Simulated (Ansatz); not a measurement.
**C2H6F2S2Si: up Jacob's ladder to CCSD(T)**

The task here is to estimate one member of a computed series from the others.

The runs use Ansatz 0.2.0, Gaussian basis; functionals in def2-TZVPP, the program's frozen cores in correlated methods.

Levels to be run: LDA (SPW92), PBE-D4, revPBE-D4, BLYP-D4, r2SCAN-D4, B97M-V, PBE0-D4, B3LYP-D4, r2SCANh-D4, r2SCAN0-D4, HSE06-D4, BHLYP-D4, CAM-B3LYP-D4, LC-ωPBE, ωB97X-V, ωB97M-V, B2PLYP, PBE-QIDH; CCSD(T)/def2-SVP; MP2/def2-TZVPP; MP2/def2-QZVPP; RPA on PBE.

## The geometry

The geometry comes from an earlier relaxation with PBE0-D4 in a triple-zeta def2 set; it is a stationary point, not always the lowest conformer.

SMILES `CS[Si](F)(F)SC`, 13 atoms, charge 0, spin multiplicity 1.

Atoms are counted from 1 here; the program's logs count them from 0.

Bond lengths: C1–S2 1.821 Å, C1–H8 1.089 Å, C1–H9 1.089 Å, C1–H10 1.088 Å, S2–Si3 2.098 Å, Si3–F4 1.586 Å, Si3–F5 1.592 Å, Si3–S6 2.092 Å, S6–C7 1.821 Å, C7–H11 1.089 Å, C7–H12 1.088 Å, C7–H13 1.089 Å. Angles: S2–C1–H8 106.2°, S2–C1–H9 110.8°, S2–C1–H10 110.8°, H8–C1–H9 109.1°, H8–C1–H10 109.4°, H9–C1–H10 110.4°, C1–S2–Si3 100.7°, S2–Si3–F4 112.8°, S2–Si3–F5 108.2°, S2–Si3–S6 111.1°, F4–Si3–F5 105.2°, F4–Si3–S6 107.0°, F5–Si3–S6 112.6°, Si3–S6–C7 99.1°, S6–C7–H11 111.0°, S6–C7–H12 110.8°, S6–C7–H13 106.0°, H11–C7–H12 110.4° and more.

The first run:

in.yaml reads:

```yaml
crystal:
  periodic: [false, false, false]
  atoms:
    - {symbol: C, position_ang: [-2.079982, 1.501772, -0.054775]}
    - {symbol: S, position_ang: [-0.528181, 1.167683, 0.837707]}
    - {symbol: Si, position_ang: [0.677990, 0.462341, -0.726631]}
    - {symbol: F, position_ang: [1.195219, 1.623716, -1.674421]}
    - {symbol: F, position_ang: [-0.212557, -0.471105, -1.659609]}
    - {symbol: S, position_ang: [2.370289, -0.520918, 0.013022]}
    - {symbol: C, position_ang: [1.551426, -1.917241, 0.847880]}
    - {symbol: H, position_ang: [-2.814290, 1.770815, 0.703332]}
    - {symbol: H, position_ang: [-1.958020, 2.334711, -0.744995]}
    - {symbol: H, position_ang: [-2.419115, 0.615513, -0.586998]}
    - {symbol: H, position_ang: [0.842069, -1.563540, 1.594012]}
    - {symbol: H, position_ang: [1.052115, -2.559821, 0.125028]}
    - {symbol: H, position_ang: [2.343437, -2.478827, 1.341347]}
basis:
  gaussian: {orbitals: def2-TZVPP}
hamiltonian: {xc: lda}
output: {orbitals: {seedname: orbitals}}
```

Started as:

```bash
$ ansatz run in.yaml --threads 4 --pin off --events-out ev --progress --plain --max-ram 11315MiB
```

Among the steps run: LDA; PBE-D4 (GGA); revPBE-D4 (GGA); BLYP-D4 (GGA); r2SCAN-D4 (meta-GGA); B97M-V (meta-GGA); B3LYP-D4 (hybrid); r2SCANh-D4 (hybrid); r2SCAN0-D4 (hybrid); HSE06-D4 (hybrid); BHLYP-D4 (hybrid); CAM-B3LYP-D4 (range-separated); LC-ωPBE (range-separated); ωB97X-V (range-separated); ωB97M-V (range-separated); B2PLYP (double hybrid); PBE-QIDH (double hybrid).

One of the session's tables, all rows but one given; the rest of the session is left out.

It belongs to the step «Frontier levels by functional». 

| functional | HOMO (eV) | gap (eV) |
| --- | --- | --- |
| LDA (SPW92) | -6.33 | 5.12 |
| PBE-D4 | -6.20 | 5.22 |
| revPBE-D4 | -6.15 | 5.26 |
| BLYP-D4 | -6.03 | 5.19 |
| r2SCAN-D4 | -6.47 | 5.77 |
| B97M-V | -6.57 | 5.83 |
| PBE0-D4 | ? | ? |
| B3LYP-D4 | -7.20 | 6.93 |
| r2SCANh-D4 | -6.93 | 6.57 |
| r2SCAN0-D4 | -7.63 | 7.76 |
| HSE06-D4 | -7.05 | 6.63 |
| BHLYP-D4 | -8.56 | 9.48 |
| CAM-B3LYP-D4 | -8.78 | 9.81 |
| LC-ωPBE | -10.19 | 12.43 |
| ωB97X-V | -9.82 | 11.91 |
| ωB97M-V | -9.65 | 11.50 |

Q: Estimate the row for PBE0-D4 from the others.

**Answer.** HOMO (eV): -7.45; gap (eV): 7.41. In the column «HOMO (eV)» it lies between r2SCAN0-D4 (-7.63) and B3LYP-D4 (-7.20).
